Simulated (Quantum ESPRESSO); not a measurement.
**NbTe in Quantum ESPRESSO: the effect of dispersion**

The system is NbTe.

```
Te Nb
1.0
     3.70297    0.00000    0.00000
    -1.85149    3.20687    0.00000
     0.00000    0.00000    3.69421
Te Nb
1 1
Direct
  0.66667 0.33333 0.00000
  0.00000 0.00000 0.50000
```

The cell comes from a database or a generator and needn't be the stable form of this composition.

Alike in all runs:

* Program: Quantum ESPRESSO 7.5
* Task: phonons
* Potentials or basis: GBRV 1.5 PBE
* Cutoff: 612 eV
* Density cutoff: 4898 eV
* k mesh: 8 × 8 × 7
* Occupations: cold, width 0.2 eV
* Spin: no spin polarisation

Each run relaxes the cell or the atoms first.

```tsv
dispersion	functional	relaxed volume (Å³/atom)	highest phonon frequency (cm⁻¹)
none	PBE	21.87	225
D2	PBE	?	?
D3(BJ) two-body	PBE	21.02	245
rVV10	rPW86PBE	22.61	217
```

**Question.** What does the run with dispersion D2 give?

**Answer.** Relaxed volume 21.22 Å³/atom; highest phonon frequency 237 cm⁻¹.

Caveats: the mesh is thin for the phonons of a metal; pairwise dispersion overbinds metals, which lowers pressure and volume (some runs); the potentials were made for another functional, which shifts forces and pressure (some runs).
